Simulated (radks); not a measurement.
**Cd⁺ in [Kr] 4d10 5s1: an all-electron calculation**

The task here is to estimate one member of a computed series from the others.

The numbers are computed with radks (a radial shooting solver on a logarithmic mesh, Libxc functionals) version 1 (Dirac Kohn-Sham, PW91, spin-unpolarised, spherical densities, finite nucleus), except any that are marked as measured or tabulated.

## The atom as given

* element: cadmium (Z = 48)
* charge: +1
* electrons: 47
* configuration: [Kr] 4d10 5s1
* nuclear rms radius: 4.6087 fm

The outer shells:

Cd⁺
```
[Kr] core
4d [↑↓][↑↓][↑↓][↑↓][↑↓]
5s [↑ ]
```

Set-up of the first run:

The run's settings:

```text
Z 48
configuration [Kr] 4d10 5s1 5p0 6s0
relativity Dirac
functional pw91,pw91
spin unpolarised
j_filling energy
nucleus finite rms 4.6087 fm
c 137.035999084
```

One of the session's tables, all rows but one given; the rest of the session is left out.

It belongs to the step «Shells». From the orbitals of this run (lengths in bohr):

| level | <r> | outermost maximum (interpolated) | 90 % within | nodes |
| --- | --- | --- | --- | --- |
| 1s1/2 | 0.03040 | 0.0197 | 0.0546 | 0 |
| 2s1/2 | 0.1313 | 0.111 | 0.203 | 1 |
| 2p1/2 | 0.1112 | 0.0860 | 0.182 | 0 |
| 2p3/2 | 0.1164 | 0.0903 | 0.189 | 0 |
| 3s1/2 | 0.3581 | 0.324 | 0.528 | 2 |
| 3p1/2 | 0.3494 | 0.310 | 0.527 | 1 |
| 3p3/2 | 0.3604 | 0.320 | 0.542 | 1 |
| 3d3/2 | 0.3327 | 0.264 | 0.526 | 0 |
| 3d5/2 | 0.3362 | 0.267 | 0.531 | 0 |
| 4s1/2 | ? | ? | ? | ? |
| 4p1/2 | 0.9391 | 0.829 | 1.39 | 2 |
| 4p3/2 | 0.9702 | 0.854 | 1.43 | 2 |
| 4d3/2 | 1.261 | 0.974 | 2.01 | 1 |
| 4d5/2 | 1.280 | 0.985 | 2.04 | 1 |
| 5s1/2 | 2.648 | 2.23 | 3.94 | 4 |
| 5p1/2 | 3.390 | 2.76 | 5.14 | 3 |
| 5p3/2 | 3.508 | 2.87 | 5.30 | 3 |

Q: Estimate the row for 4s1/2 from the others.

**Answer.** <r>: 0.8791; outermost maximum (interpolated): 0.796; 90 % within: 1.28; nodes: 3. In the column «<r>» it lies between 3p3/2 (0.3604) and 4p1/2 (0.9391).

To keep in mind: Spin polarisation and multiplet splitting are left out.
